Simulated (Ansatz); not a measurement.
AlSn under changes of volume

One of the cells (25.236 Å³/atom); the others are scaled copies at fixed shape and fractional positions:

```
Sn Al
1.0
     4.19811    0.00000    0.00000
    -2.09905    3.63567    0.00000
     0.00000    0.00000    3.30685
Sn Al
1 1
Direct
  0.33333 0.66667 0.50000
  0.00000 0.00000 0.00000
```

The cell comes from a database or a generator and needn't be the stable form of this composition.

- Program: Ansatz 0.2.0
- Functional: PBE0
- Potentials or basis: Ansatz PAW
- Cutoff: 420 eV (not typed: the program's choice for these potentials)
- k mesh: 4 × 4 × 6
- Occupations: fermi-dirac, width 0.05 eV
- Spin: no spin polarisation

```csv
volume (Å³/atom),energy over the lowest point (meV/atom),pressure (GPa)
23.722,?,?
24.227,0.71,0.8
24.731,0.00,-0.4
25.236,2.85,-1.4
25.741,8.73,-2.3
26.245,17.10,-3.1
26.750,28.02,-3.9
```

Problem. What does the run at 23.722 Å³/atom give?

Solution. Energy over the lowest point 5.37 meV/atom; pressure 2.2 GPa.

Worked out: A Birch-Murnaghan fit of order 3 (a polynomial in V^(-2/3)) to the other rows has its minimum at 24.57 Å³/atom with B0 = V·E''(V) = 56 GPa and B' = 5.3 at fixed shape and positions, which overstates the stiffness. It gives 5.30 meV/atom at 23.722 Å³/atom, against the run's 5.37, and -dE/dV = 2.1 GPa, against 2.2.

Energies are extrapolated to zero smearing.

Caveats: all runs use coarse meshes; the PAW data sets come from PBE, with cores solved anew for the run's functional, which leaves a small shift of forces and pressure; the thresholds are loose for stress.
